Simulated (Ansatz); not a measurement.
**Cl2HNbOS: how energies converge with the basis set**

Aim: see how fast density functionals converge with the basis set for Cl2HNbOS.

Program: Ansatz 0.2.0, Gaussian basis. Level of theory: one geometry, several basis sets. These are calculated values, not measurements.

Plan: PBE0-D4/def2-SVP; ωB97M-V/def2-SVP; PBE0-D4/def2-QZVPP; ωB97M-V/def2-QZVPP; the functionals' def2-TZVPP values are taken from earlier runs.

**1. Structure used throughout**

An earlier PBE0-D4 in a triple-zeta def2 set relaxation fixed the geometry. Nb takes the def2 core potential; no spin-orbit term is included.

SMILES `[OH][Nb](=[S])([Cl])[Cl]`, 6 atoms, charge 0, spin multiplicity 1.

Atoms are counted from 1 here; the program's logs count them from 0.

Bond lengths: O1–Nb2 1.861 Å, O1–H6 0.960 Å, Nb2–S3 2.126 Å, Nb2–Cl4 2.277 Å, Nb2–Cl5 2.277 Å. Angles: Nb2–O1–H6 131.1°, O1–Nb2–S3 108.2°, O1–Nb2–Cl4 109.9°, O1–Nb2–Cl5 109.9°, S3–Nb2–Cl4 108.7°, S3–Nb2–Cl5 108.7°, Cl4–Nb2–Cl5 111.5°.

**2. PBE0-D4 in def2-SVP**

The input, in.yaml:

```yaml
crystal:
  periodic: [false, false, false]
  atoms:
    - {symbol: O, position_ang: [-0.870085, 0.572609, 1.072040]}
    - {symbol: Nb, position_ang: [0.135449, -0.071605, -0.355701]}
    - {symbol: S, position_ang: [1.613873, -1.389349, 0.416096]}
    - {symbol: Cl, position_ang: [-1.204682, -1.233771, -1.783340]}
    - {symbol: Cl, position_ang: [1.177052, 1.656901, -1.410245]}
    - {symbol: H, position_ang: [-0.809608, 0.401115, 2.014950]}
basis:
  gaussian: {orbitals: def2-SVP}
hamiltonian: {xc: pbe0, dispersion: d4}
output: {orbitals: {seedname: orbitals}}
```

Launch:

```bash
> ansatz run in.yaml --threads 4 --pin off --events-out ev --progress --plain --max-ram 10444MiB
```

After this run come: ωB97M-V in def2-SVP; PBE0-D4 in def2-QZVPP; ωB97M-V in def2-QZVPP.

Before running them: what should the planned runs give, taken together? Wanted: PBE0-D4: double and triple zeta above quadruple; ωB97M-V: double and triple zeta above quadruple.

**Answer**, as computed:

```
                                       quantity           value
PBE0-D4: double and triple zeta above quadruple  16.56, 1.26 eV
ωB97M-V: double and triple zeta above quadruple  16.39, 1.20 eV
```

What this shows: For PBE0-D4 the step from double to triple zeta gains 15.30 eV and the next only 1.26 eV. Total energies overstate the basis error of differences, where much of it tends to cancel.
